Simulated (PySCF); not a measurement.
# C9H9: the cost of one run

Computed with PySCF 2.14.0 and routines of our own; the level stands in each step. Atoms count from 0.

## 1. The starting structure

18 atoms, charge 1, multiplicity 1; geometry from: GFN2-xTB.

## 2. Geometry optimisation at B3LYP/def2-SV(P)

Job settings and geometry (Å):

```
{"job": {"xc": "B3LYP", "basis": "def2-SV(P)", "grid": 1, "kind": "geom"}, "charge": 1, "multiplicity": 1}
C     -2.915462     0.821897     0.728339
C     -2.190915    -0.103453     0.095249
C     -0.744366    -0.105361    -0.044238
C     -0.153517    -1.358920    -0.297803
C      1.176250    -1.705504    -0.424108
C      2.312851    -0.896495    -0.338562
C      2.370007     0.471404    -0.153619
C      1.306401     1.366604    -0.005967
C     -0.049422     1.115116     0.046563
H     -3.985283     0.724534     0.801615
H     -2.487544     1.675878     1.227348
H     -2.696231    -0.967209    -0.316177
H     -0.855520    -2.179798    -0.395179
H      1.368769    -2.755827    -0.607303
H      3.262419    -1.406894    -0.443266
H      3.359248     0.911891    -0.132992
H      1.590553     2.408268     0.086292
H     -0.676997     1.990186     0.162152
```

Launch:

```
OMP_NUM_THREADS=1 python excited_run.py task.json out
```

The driver reads the jobs from task.json and runs them one after another.

Q: Estimate the wall time and peak memory of this first job on 1 thread of Arm Neoverse V2, shared host.

About 63 s, with a peak of 0.61 GiB.
